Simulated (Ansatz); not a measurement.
# Ta: a trial structure relaxed

Aim: relax Ta from this start, graphite type (P6_3/mmc, No. 194), and see where it ends.

Method: DFT r2SCAN, scalar-relativistic, plane waves, PAW, in Ansatz 0.2.0.

**1. The structure to begin with**

The structure is hexagonal, space group P6_3/mmc (No. 194). The conventional cell has a = 3.233 Å, b = 3.233 Å, c = 8.806 Å, α = 90.00°, β = 90.00°, γ = 120.00°. Ta (site symmetry -6m2) is surrounded by 3 Ta at 1.87 Å.

Coordinates:

```cif
data_structure
_symmetry_space_group_name_H-M 'P 1'
_symmetry_Int_Tables_number 1
_cell_length_a 3.2332
_cell_length_b 3.2332
_cell_length_c 8.8059
_cell_angle_alpha 90.000
_cell_angle_beta 90.000
_cell_angle_gamma 120.000
_cell_volume 79.72
loop_
_atom_site_label
_atom_site_type_symbol
_atom_site_fract_x
_atom_site_fract_y
_atom_site_fract_z
_atom_site_occupancy
Ta1 Ta 0.00000 0.00000 0.25000 1
Ta2 Ta 0.00000 0.00000 0.75000 1
Ta3 Ta 0.33333 0.66667 0.75000 1
Ta4 Ta 0.66667 0.33333 0.25000 1
```

(A quick probe on a coarse mesh, which set the mesh and smearing, is not shown.)

**3. A loose first relaxation**

input.yaml

```yaml
crystal:
  lattice:
    - [3.2332056251, 0.0, 0.0]
    - [-1.6166028125, 2.8000382069, 0.0]
    - [0.0, 0.0, 8.805885239]
  atoms:
    - { symbol: Ta, position: [0.0, 0.0, 0.25] }
    - { symbol: Ta, position: [0.0, 0.0, 0.75] }
    - { symbol: Ta, position: [0.3333333333, 0.6666666667, 0.75] }
    - { symbol: Ta, position: [0.6666666667, 0.3333333333, 0.25] }
basis:
  ecutwfc: 500
kpoints:
  mp_grid: { grid: [6, 6, 2] }
hamiltonian:
  xc: r2scan
scf:
  occupations: { method: gaussian, width: 0.1 }
  lower_state_search: "off"
output:
  forces: true
  stress: true
  eigenvalues: true
relax:
  adjacent_minimum: "off"
  f_tol: 0.04
  max_steps: 70
  cell: { stress_tol: 0.4 }
```

The session goes on with these runs: rough relaxation on the coarse mesh; relaxing cell and atoms.

Q: Predict the outcome of this session.

The runs gave:

```
       quantity                                                                       value
           cell  a = 4.595 Å, b = 4.595 Å, c = 4.831 Å, α = 90.00°, β = 90.00°, γ = 120.00°
    space group                                                          P6_3/mmc (No. 194)
         volume                                                               22.09 Å³/atom
gap on the mesh                                                                none (metal)
```

What this shows: The space group stayed P6_3/mmc, and from the first guess the volume went from 19.93 to 22.09 Å³/atom. The runs treat Ta without spin-orbit coupling.
